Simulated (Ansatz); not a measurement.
# AsH4NSi: the cost of one run

Program: Ansatz 0.2.0 through its Python package. Level of theory: r2SCAN+D4/def2-SVP. These are calculated values, not measurements.

### 1 The structure

Bond lengths: N1–Si2 1.802 Å, N1–As3 1.838 Å, Si2–As3 2.294 Å, N1–H4 1.039 Å, Si2–H5 1.480 Å, Si2–H6 1.478 Å, As3–H7 1.599 Å. Angles: N1–Si2–As3 51.6°, N1–Si2–H5 112.5°, N1–Si2–H6 111.8°, As3–Si2–H5 114.9°, As3–Si2–H6 116.3°, H5–Si2–H6 126.0°, Si2–N1–As3 78.1°, Si2–N1–H4 101.8°, As3–N1–H4 104.2°, N1–As3–Si2 50.2°, N1–As3–H7 92.2°, Si2–As3–H7 92.2°.

No structure file is read: the coordinates are typed or built in the script.

### 2 Script

ash4nsi.py

```python
"""Gap between spin states of AsH4NSi at one geometry."""

import ansatz as az

BASIS = "def2-SVP"
FUNCTIONAL = "r2scan"
DISPERSION = "d4"

GEOMETRY = """
N    -0.73130   -0.79370    0.07650
Si   -0.05860    0.87500   -0.01480
As    0.99430   -1.11150   -0.46950
H    -1.28940   -0.84510   -0.79830
H    -0.53660    1.61450   -1.20470
H     0.17380    1.44690    1.32770
H     1.50910   -1.25410    1.03740
"""

system = az.Crystal.molecule()
for line in GEOMETRY.strip().splitlines():
    symbol, *xyz = line.split()
    system = system.atom(symbol, [float(v) for v in xyz])

calc = (
    system.calculation()
    .basis(gaussian=BASIS)
    .functional(FUNCTIONAL, dispersion=DISPERSION)
)
found = {}
for unpaired in [0, 2]:
    summary = calc.spin("collinear", total=unpaired).run(threads=1, pin="off").report
    s = unpaired / 2
    found[unpaired] = summary["free_energy_ev"]
    print(f"2S+1 = {unpaired + 1}: E = {found[unpaired]:.5f} eV, <S^2> = {abs(summary['mean_field']['state']['spin_squared']):.3f} (pure state {s * (s + 1):.2f})")
lowest = min(found, key=found.get)
for unpaired, e in found.items():
    print(f"multiplicity {unpaired + 1}: {96.485332 * (e - found[lowest]):.1f} kJ/mol above the lowest")
```

### 3 What the engine is handed

The package turns the script's settings into the engine's input (first run):

```yaml
crystal:
  periodic: [false, false, false]
  atoms:
    - { symbol: "N", position_ang: [-0.7313, -0.7937, 0.0765] }
    - { symbol: Si, position_ang: [-0.0586, 0.875, -0.0148] }
    - { symbol: As, position_ang: [0.9943, -1.1115, -0.4695] }
    - { symbol: H, position_ang: [-1.2894, -0.8451, -0.7983] }
    - { symbol: H, position_ang: [-0.5366, 1.6145, -1.2047] }
    - { symbol: H, position_ang: [0.1738, 1.4469, 1.3277] }
    - { symbol: H, position_ang: [1.5091, -1.2541, 1.0374] }
basis:
  gaussian:
    orbitals: def2-SVP
hamiltonian:
  xc: r2scan
  dispersion: d4
magnetization:
  spin_polarized: true
  initial_magnetization: 0.0
```

### 4 Running it

Run with:

```console
$ python ash4nsi.py
```

What time and memory should one allow on 1 thread of Arm Neoverse V2, shared host?

About 19 s, with a peak of 0.25 GiB.
